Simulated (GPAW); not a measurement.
Input of a GPAW 26.7.0 run:

File run.py:

```python
from ase.dft.bandgap import bandgap
from ase.io import read, write
from ase.units import GPa
from gpaw import GPAW, PW, setup_paths

setup_paths.insert(0, '.')

atoms = read('POSCAR')

calc = GPAW(mode=PW(600),
            xc='PBEsol',
            kpts={'size': (7, 7, 7), 'gamma': True},
            occupations={'name': 'methfessel-paxton', 'order': 0, 'width': 0.02},
            nbands=20,
            convergence={'density': 1e-05, 'energy': 1e-05},
            maxiter=150,
            txt='gpaw.txt')
atoms.calc = calc
energy = atoms.get_potential_energy()
forces = atoms.get_forces()
stress = atoms.get_stress()
calc.write('gs.gpw')
write('result.traj', atoms)
print(f'Energy: {energy:.6f} eV')
print('Forces (eV/A):')
print(forces.round(4))
print('Stress (GPa):', (stress / GPa).round(3))
print('Fermi level:', round(calc.get_fermi_level(), 4), 'eV')
print(f'Gap: {bandgap(calc)[0]:.4f} eV, direct: {bandgap(calc, direct=True)[0]:.4f} eV')
```

The input POSCAR:

```
BiTe
1.0
    2.4227077728      1.3987509848      3.3172919545
   -2.4227077728      1.3987509848      3.3172919545
    0.0000000000     -2.7975019696      3.3172919545
Bi Te
1 1
Direct
    0.5000000000      0.5000000000      0.5000000000
    0.0000000000      0.0000000000      0.0000000000
```

Potentials or basis: PAW data sets generated in the run's folder for this functional, pw.

Run with:

```sh
$ gpaw-setup -f PBEsol Bi Te
$ OMP_NUM_THREADS=1 python run.py
```

Question: What does it give for the pressure?

Answer: -2.5 GPa.

Question: Predict the band gap on the k mesh.

Answer: None (metal or under the smearing width).

Caveat: spin-orbit coupling is left out, which moves the levels of the heavy elements.
